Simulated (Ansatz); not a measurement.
# Cu+ with SiH₃F: structure and interaction energy

How do Cu+ and SiH₃F sit together, how strongly do they interact, and which methods get it right?

Program: Ansatz 0.2.0, Gaussian basis. Level of theory: PBE0-D4 structure, single points in def2-TZVPPD. These are calculated values, not measurements.

Levels: PBE-D4, revPBE-D4, BLYP-D4, r2SCAN-D4, B97M-V, PBE0-D4, B3LYP-D4, HSE06-D4, wB97X-V, wB97M-V, B2PLYP, Hartree-Fock, MP2, CCSD, CCSD(T). The reference is CCSD(T) extrapolated to the basis limit. For elements past Ar these valence bases correlate outer-core shells poorly and lack relativity, so that limit is rough.

Correlated methods freeze the cores. The 3s and 3p shells of Cu and Zn are frozen; filled d shells are correlated. B3LYP uses VWN-RPA correlation. B2PLYP carries no dispersion term here.

163 further runs of the same task are left out: 163 set aside as unsound or not needed. Runs told in other sessions of the task aren't counted.

## 1. The system as given

The pair, from a GFN2-xTB docking trial: 6 atoms, charge 1, spin multiplicity 1.

Atoms are counted from 1 here; the program's logs count them from 0.

Bond lengths: Cu1–F3 1.915 Å, Si2–F3 1.797 Å, Si2–H4 1.451 Å, Si2–H5 1.451 Å, Si2–H6 1.452 Å. Angles: F3–Si2–H4 98.2°, F3–Si2–H5 98.1°, F3–Si2–H6 97.8°, H4–Si2–H5 117.9°, H4–Si2–H6 118.1°, H5–Si2–H6 118.2°, Cu1–F3–Si2 178.7°.

Coordinates:

```xyz
6
charge 1, multiplicity 1
Cu    0.0900    0.0386   -2.8931
Si   -0.0255   -0.0080    0.8163
F     0.0314   -0.0069   -0.9794
H     0.7331   -1.2229    1.0473
H    -1.4666   -0.0657    0.9747
H     0.6377    1.2649    1.0342
```

Atoms 1 to 1 are fragment A (Cu+), the rest fragment B (SiH₃F).

## 2. A first relaxation in a small basis

Input file pre/in.yaml:

```yaml
crystal:
  periodic: [false, false, false]
  atoms:
    - {symbol: Cu, position_ang: [0.090000, 0.038600, -2.893100]}
    - {symbol: Si, position_ang: [-0.025500, -0.008000, 0.816300]}
    - {symbol: F, position_ang: [0.031400, -0.006900, -0.979400]}
    - {symbol: H, position_ang: [0.733100, -1.222900, 1.047300]}
    - {symbol: H, position_ang: [-1.466600, -0.065700, 0.974700]}
    - {symbol: H, position_ang: [0.637700, 1.264900, 1.034200]}
basis:
  gaussian: {orbitals: def2-SVP}
total_charge: 1
hamiltonian: {xc: pbe, dispersion: d4}
relax: {f_tol: 0.03, max_steps: 250}
```

Launch:

```
ansatz run in.yaml --threads 4 --pin off --events-out ev --progress --plain --max-ram 9574MiB
```

Further steps of the session: Relaxation at PBE0-D4; wB97X-V/def2-TZVPPD; wB97M-V/def2-TZVPPD; B2PLYP/def2-TZVPPD; B97M-V/def2-TZVPPD; CCSD(T)/def2-TZVPPD; MP2/def2-QZVPPD; Hartree-Fock/STO-3G; SPW92/def2-SVP; wB97M-V/def2-SVP; CCSD(T)/def2-SVP; Vibrations of the pair.

What does the calculation give? Wanted: interaction energy, CCSD(T)/CBS; of it Hartree-Fock; D4 term of PBE0-D4; shortest contact; lowest wavenumber.

**Answer**, as computed:

| quantity | value |
| --- | --- |
| interaction energy, CCSD(T)/CBS | -31.00 kcal/mol |
| of it Hartree-Fock (basis limit) | -25.62 kcal/mol |
| D4 term of PBE0-D4 | -0.70 kcal/mol |
| shortest contact | Cu1–F3 1.97 Å |
| lowest wavenumber | 40 cm⁻¹ |

What this shows: The pair is bound by 31.00 kcal/mol at fixed fragment shapes. Hartree-Fock gives 83 % of it, so electrostatics, induction and charge transfer lead. The functionals run from B2PLYP, off by -0.05 kcal/mol, to r2SCAN-D4, off by -4.26 kcal/mol, against CCSD(T)/CBS. Mean unsigned error by rung: GGA 2.11, meta-GGA 3.67, hybrid 1.47, screened hybrid 0.72, range-separated hybrid 0.19, double hybrid 0.05 kcal/mol. The double hybrids carry no dispersion term here, unlike the levels marked D4 or V. PBE-D4 gives an interaction energy 2.65 kcal/mol too low, an error of 9 % of the reference. CCSD(T) moves by -2.49 kcal/mol from triple zeta to the limit; gaps between functionals far smaller than that don't rank them. A lower arrangement may exist.
